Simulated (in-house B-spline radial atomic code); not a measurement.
# Hf⁵⁺: binding energies from hole states

How tightly is each shell of Hf⁵⁺ bound, and how much do the other electrons relax when one leaves?

Program: in-house B-spline radial atomic code version 1. Level of theory: Dirac-Hartree-Fock, average of configuration, Fermi nucleus, basis-set limit. These are calculated values, not measurements, unless marked.

## Step 1: What is computed

```
element       : hafnium (Z = 72)
charge        : +5
electrons     : 67
configuration : [Xe] 4f13
Hamiltonian   : Dirac-Coulomb
nucleus       : Fermi, rms radius 5.347 fm
```

Outer shells as boxes (Hund's rule):

[Xe] 4f13
```
[Xe] core
4f [↑↓][↑↓][↑↓][↑↓][↑↓][↑↓][↑ ]
```

The boxes draw the filling by Hund's rule, which heavy ions in jj coupling don't follow; these runs average over all states of the configuration.

Settings, as recorded:

```ini
Z = 72
electrons = 67.0
configuration = [Xe] 4f13
hamiltonian = dirac
method = hf
spin_polarised = False
nucleus = fermi
rms_radius = 5.347
mass_number = 180
atomic_mass = 179.946559537
speed_of_light = 137.035999084
```

From the earlier run of the reference: total energy -15083.698980 hartree. Levels, eight at most:

| orbital | occupation | energy (eV) | <r> (bohr) |
| --- | --- | --- | --- |
| 4p3/2 | 4 | -473.28 | 0.5057 |
| 4d3/2 | 4 | -311.12 | 0.5273 |
| 4d5/2 | 6 | -299.83 | 0.5384 |
| 5s1/2 | 2 | -140.93 | 1.117 |
| 5p1/2 | 2 | -108.41 | 1.213 |
| 5p3/2 | 4 | -99.115 | 1.295 |
| 4f5/2 | 5.57143 | -98.325 | 0.6278 |
| 4f7/2 | 7.42857 | -96.356 | 0.6368 |

## Step 2: The 4d3/2 hole

In configurations, a minus sign after the shell means j = l − 1/2 and a plus sign j = l + 1/2; the count of electrons follows.

Settings, as recorded:

```ini
Z = 72
electrons = 66.0
configuration = 1s2 2s2 2p6 3s2 3p6 3d10 4s2 4p6 4d-3 4d+6 4f13 5s2 5p6
hamiltonian = dirac
method = hf
spin_polarised = False
nucleus = fermi
rms_radius = 5.347
mass_number = 180
atomic_mass = 179.946559537
speed_of_light = 137.035999084
```

## Step 3: The 4d5/2 hole

Settings: those of step 2 with these lines changed.

```diff
@@ -2,3 +2,3 @@
 electrons = 66.0
-configuration = 1s2 2s2 2p6 3s2 3p6 3d10 4s2 4p6 4d-3 4d+6 4f13 5s2 5p6
+configuration = 1s2 2s2 2p6 3s2 3p6 3d10 4s2 4p6 4d-4 4d+5 4f13 5s2 5p6
 hamiltonian = dirac
```

## Step 4: The 4f hole

Settings: those of step 3 with these lines changed.

```diff
@@ -2,3 +2,3 @@
 electrons = 66.0
-configuration = 1s2 2s2 2p6 3s2 3p6 3d10 4s2 4p6 4d-4 4d+5 4f13 5s2 5p6
+configuration = 1s2 2s2 2p6 3s2 3p6 3d10 4s2 4p6 4d10 4f12 5s2 5p6
 hamiltonian = dirac
```

## Step 5: The 5s hole

Settings: those of step 4 with these lines changed.

```diff
@@ -2,3 +2,3 @@
 electrons = 66.0
-configuration = 1s2 2s2 2p6 3s2 3p6 3d10 4s2 4p6 4d10 4f12 5s2 5p6
+configuration = 1s2 2s2 2p6 3s2 3p6 3d10 4s2 4p6 4d10 4f13 5s1 5p6
 hamiltonian = dirac
```

## Step 6: The 5p1/2 hole

Settings: those of step 5 with these lines changed.

```diff
@@ -2,3 +2,3 @@
 electrons = 66.0
-configuration = 1s2 2s2 2p6 3s2 3p6 3d10 4s2 4p6 4d10 4f13 5s1 5p6
+configuration = 1s2 2s2 2p6 3s2 3p6 3d10 4s2 4p6 4d10 4f13 5s2 5p-1 5p+4
 hamiltonian = dirac
```

## Step 7: The 5p3/2 hole

Settings: those of step 6 with these lines changed.

```diff
@@ -2,3 +2,3 @@
 electrons = 66.0
-configuration = 1s2 2s2 2p6 3s2 3p6 3d10 4s2 4p6 4d10 4f13 5s2 5p-1 5p+4
+configuration = 1s2 2s2 2p6 3s2 3p6 3d10 4s2 4p6 4d10 4f13 5s2 5p-2 5p+3
 hamiltonian = dirac
```

Q: What does each hole state cost in eV, and how does that compare with the orbital energies or single holes?

The runs gave:

| hole | ΔSCF (eV) | with Breit, QED, recoil (eV) | −ε of the parent (eV) | −ε less ΔSCF (eV) |
| --- | --- | --- | --- | --- |
| 4d3/2 | 302.95 | 302.64 | 311.12 | 8.17 |
| 4d5/2 | 292.00 | 291.88 | 299.83 | 7.84 |
| 4f | 90.848 | 91.028 | - | - |
| 5s | 139.85 | 139.58 | 140.93 | 1.08 |
| 5p1/2 | 107.46 | 107.28 | 108.41 | 0.95 |
| 5p3/2 | 98.353 | 98.268 | 99.115 | 0.76 |

What this shows: Koopmans' values overshoot, as they freeze the orbitals; relaxation lowers the cost by 8.2 eV for 4d3/2 and 0.76 eV for 5p3/2. A dash stands where an open shell is averaged over j, so that no single parent level belongs to the hole. Values are for the free ion, measured from the vacuum level.
